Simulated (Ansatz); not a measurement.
I need band-curvature effective masses by finite differences of SrLaGaO4, space group I4mm. Use Ansatz 0.2.0, Python API. Level of theory (first run): PBEsol, PAW, the default cutoff (420 eV here), 4×4×4 k-points, fixed occupations, D4 dispersion.

```
Sr La Ga O
1.0
    -1.94993    1.94993    6.29510
     1.94993   -1.94993    6.29510
     1.94993    1.94993   -6.29510
Sr La Ga O
1 1 1 4
Cartesian
  0.0000 0.0000 8.0799
  0.0000 0.0000 4.5063
  0.0000 0.0000 0.0578
  0.0000 1.9499 6.2311
  1.9499 0.0000 6.2311
  0.0000 0.0000 10.5138
  0.0000 0.0000 2.1507
```

`mass_srlagao4.py`
```python
import warnings

import ansatz as az
import numpy as np
from pymatgen.core import Lattice, Structure
from pymatgen.io.ase import AseAtomsAdaptor


def main() -> None:
    warnings.simplefilter("ignore", az.DeckWarning)

    pmg_structure = Structure(
        Lattice([(-1.949933, 1.949933, 6.295103), (1.949933, -1.949933, 6.295103), (1.949933, 1.949933, -6.295103)]),
        ["Sr", "La", "Ga", "O", "O", "O", "O"],
        [
            (0.641764, 0.641764, 0.0),
            (0.35792, 0.35792, 0.0),
            (0.00459, 0.00459, 0.0),
            (0.994913, 0.494913, 0.5),
            (0.494913, 0.994913, 0.5),
            (0.835076, 0.835076, 0.0),
            (0.170824, 0.170824, 0.0),
        ],
    )
    xtal = az.Crystal.from_ase(AseAtomsAdaptor.get_atoms(pmg_structure))

    setup = (
        xtal.calculation()
        .kpoints(4)
        .scf(tolerance=1e-09)
        .functional(az.Functional.PBESOL, dispersion="d4")
        .occupations("fixed")
    )
    done = setup.band_table().run()
    data = done.report
    levels = np.array(data["eigenvalues_ev"])
    filled = round(data["n_electrons"] / 2)
    edges = {"top filled band": (filled - 1, levels[:, filled - 1].argmax()), "lowest empty band": (filled, levels[:, filled].argmin())}
    gap = levels[:, filled].min() - levels[:, filled - 1].max()
    print(f"gap on the mesh {gap:.3f} eV")
    if gap <= 0.05:
        print("no gap: band-edge masses have no meaning here")
        edges = {}
    reciprocal = 2 * np.pi * np.linalg.inv(done.lattice.cell_ang).T
    step = 0.008  # 1/A

    pairs = [(0, 1), (0, 2), (1, 2)]
    moves = [sign * axis for axis in np.eye(3) for sign in (-1, 1)]
    moves += [s1 * np.eye(3)[i] + s2 * np.eye(3)[j] for i, j in pairs for s1 in (1, -1) for s2 in (1, -1)]
    for name, (band, index) in edges.items():
        together = int(np.sum(np.abs(levels[index] - levels[index, band]) < 2e-3))
        print(name, "at k =", np.round(data["kpoints_frac"][index], 4), f"E = {levels[index, band]:.4f} eV, degeneracy {together}")
        centre = np.array(data["kpoints_frac"][index]) @ reciprocal
        points = [centre] + [centre + step * move for move in moves]
        table = setup.band_structure(points, intervals=1, cartesian=True).run().band_structure().channels[0].eigenvalues_ev
        if together > 1:
            level = np.flatnonzero(np.abs(levels[index] - levels[index, band]) < 2e-3)
            along = (table[1, level] + table[2, level] - 2 * table[0, level]) / step ** 2
            print("  degenerate level, no single mass tensor; masses of its branches along x:", np.round(7.61996 / along, 3), "m_e")
            continue
        e = table[:, band]
        hessian = np.diag((e[1:7:2] + e[2:7:2] - 2 * e[0]) / step ** 2)
        for (i, j), (pp, pm, mp, mm) in zip(pairs, e[7:].reshape(3, 4)):
            hessian[i, j] = hessian[j, i] = (pp - pm - mp + mm) / (4 * step ** 2)
        curvatures, axes = np.linalg.eigh(hessian)
        slope = (e[2:7:2] - e[1:7:2]) / (2 * step)
        print("  slope (eV A):", np.round(slope, 3) + 0.0, "" if np.abs(slope).max() < 0.05 else "- no extremum here, so these are local curvatures and no band-edge masses")
        for curvature, axis in zip(curvatures, axes.T):
            print(f"  principal mass {7.61996 / curvature:8.3f} m_e along", np.round(axis, 2) + 0.0)


if __name__ == "__main__":
    main()
```

```console
$ python mass_srlagao4.py
gap on the mesh 3.294 eV
top filled band at k = [0.   0.25 0.  ] E = 9.3584 eV, degeneracy 1
  slope (eV A): [ 0.102  0.    -0.519] - no extremum here, so these are local curvatures and no band-edge masses
  principal mass   -1.758 m_e along [-0.91  0.    0.41]
  principal mass   -2.795 m_e along [-0.41  0.   -0.91]
  principal mass   -5.270 m_e along [0. 1. 0.]
lowest empty band at k = [-0.5 -0.5 -0.5] E = 12.6523 eV, degeneracy 1
  slope (eV A): [0. 0. 0.]
  principal mass    0.943 m_e along [0. 0. 1.]
  principal mass    0.613 m_e along [-0.27  0.96  0.  ]
  principal mass    0.613 m_e along [-0.96 -0.27  0.  ]
```

These settings explore the input space; cutoff and mesh may be short of convergence. Semilocal gaps usually lie well under measured ones. The computed bands are complete only to about 4.9 eV above the Fermi level. The k-point mesh is coarse, and energy and stress weren't tested for convergence. Semilocal functionals put the empty 4f levels of La too low, which can move the conduction edge. This cell is a computed structure, which may not be the phase found in nature. Levels are Kohn-Sham eigenvalues on this mesh, without spin-orbit coupling. The masses are finite-difference curvatures at extrema found on a coarse mesh, which needn't be the true band edges; a step that is long against the gap makes them too heavy. At a valence maximum the curvature is negative (the hole mass is its size); mixed signs mark a saddle. Spin-orbit coupling is left out, and light masses scale with the Kohn-Sham gap. Hardware and time: 24 s on 1 thread of Arm Neoverse V2, with other jobs on the host, peak memory 0.49 GiB.
